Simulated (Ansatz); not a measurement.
**CH3Ga + SiH4: a complex and its separated parts**

The complex below is one end of an elementary step. How strongly is it bound against its free parts?

Program: Ansatz 0.2.0, Gaussian basis. Level of theory: PBE0-D4/def2-TZVP structures, single points in def2-TZVPP, no counterpoise correction. These are calculated values, not measurements.

Levels: SPW92, PBE-D4, BLYP-D4, r2SCAN-D4, B97M-V, PBE0-D4, B3LYP-D4, r2SCAN0-D4, BHLYP-D4, CAM-B3LYP-D4, wB97X-V, wB97M-V, B2PLYP, PBE-QIDH, RPA on PBE, Hartree-Fock, MP2, CCSD, CCSD(T).

Correlated methods freeze the cores. Filled d shells of the heavier atoms are correlated. B3LYP uses VWN-RPA correlation. B2PLYP carries no dispersion term here.

11 further runs of the same task are left out: 11 set aside as unsound or not needed.

**1. The system as given**

The complex: 10 atoms, charge 0, spin multiplicity 1.

Atoms are counted from 1 here; the program's logs count them from 0.

Bond lengths: Ga1–C4 2.036 Å, Si2–H3 1.493 Å, Si2–H5 1.482 Å, Si2–H6 1.487 Å, Si2–H7 1.483 Å, C4–H8 1.096 Å, C4–H9 1.096 Å, C4–H10 1.096 Å. Angles: H3–Si2–H5 109.6°, H3–Si2–H6 107.9°, H3–Si2–H7 109.0°, H5–Si2–H6 109.9°, H5–Si2–H7 110.5°, H6–Si2–H7 109.7°, Ga1–C4–H8 110.4°, Ga1–C4–H9 111.6°, Ga1–C4–H10 111.7°, H8–C4–H9 107.7°, H8–C4–H10 107.7°, H9–C4–H10 107.6°.

As a file:

```mol
CH7GaSi
  3D, bonds by distance, orders not assigned

 10  8  0  0  0  0  0  0  0  0999 V2000
   -1.2955   -1.0834   -0.4169 Ga  0  0
    0.5494    1.7285   -1.1838 Si  0  0
    0.4019    0.9445    0.0779 H   0  0
   -0.4867   -1.7810    1.3162 C   0  0
   -0.7409    2.3741   -1.5218 H   0  0
    1.5919    2.7652   -0.9597 H   0  0
    0.9762    0.8161   -2.2729 H   0  0
   -0.9534   -2.7312    1.6003 H   0  0
    0.5908   -1.9555    1.2172 H   0  0
   -0.6335   -1.0772    2.1434 H   0  0
  1  4  8  0
  2  3  8  0
  2  5  8  0
  2  6  8  0
  2  7  8  0
  4  8  8  0
  4  9  8  0
  4 10  8  0
M  END
```

Its parts: CH3Ga holds atoms 1, 4, 8, 9, 10; SiH4 holds atoms 2, 3, 5, 6, 7. Each part counts its atoms afresh in its own runs.

**2. Relaxing CH3Ga alone**

Contents of relax-a/in.yaml:

```yaml
crystal:
  periodic: [false, false, false]
  atoms:
    - {symbol: Ga, position_ang: [-1.295505, -1.083351, -0.416928]}
    - {symbol: C, position_ang: [-0.486688, -1.780994, 1.316185]}
    - {symbol: H, position_ang: [-0.953421, -2.731218, 1.600341]}
    - {symbol: H, position_ang: [0.590809, -1.955531, 1.217249]}
    - {symbol: H, position_ang: [-0.633538, -1.077150, 2.143379]}
basis:
  gaussian: {orbitals: def2-TZVP}
hamiltonian: {xc: pbe0, dispersion: d4}
relax: {f_tol: 0.005, max_steps: 200}
```

No record of the launch command was kept for these runs.

The runs that follow: Relaxing SiH4 alone; wB97M-V/def2-TZVPP; CCSD(T)/def2-TZVPP; Vibrations of CH3Ga; Vibrations of SiH4.

**Question.** What will these runs give? Wanted: complex less parts, CCSD(T)/def2-TZVPP; with zero-point energy; largest T1 diagnostic.

The runs gave:

| quantity | value |
| --- | --- |
| complex less parts, CCSD(T)/def2-TZVPP | -1.11 kcal/mol |
| with zero-point energy | -0.38 kcal/mol |
| largest T1 diagnostic | 0.013 |

What this shows: At CCSD(T) the complex lies 1.11 kcal/mol below its parts. Among the functionals PBE-QIDH lands nearest to CCSD(T) (-0.06 kcal/mol) and SPW92 farthest (-3.55 kcal/mol). Mean unsigned error by rung: LDA 3.55, GGA 1.50, meta-GGA 0.61, hybrid 1.00, range-separated hybrid 0.30, double hybrid 0.60 kcal/mol. PBE-D4 gives a relative energy 1.87 kcal/mol too low, an error of 168 % of the reference. The complex's frequency run has imaginary modes: the structure is no minimum, so both the energy and the zero-point correction are in doubt. No counterpoise was applied, and triple zeta lacks some correlation, so the CCSD(T) reference has a basis error of its own, and close matches with it are partly luck.
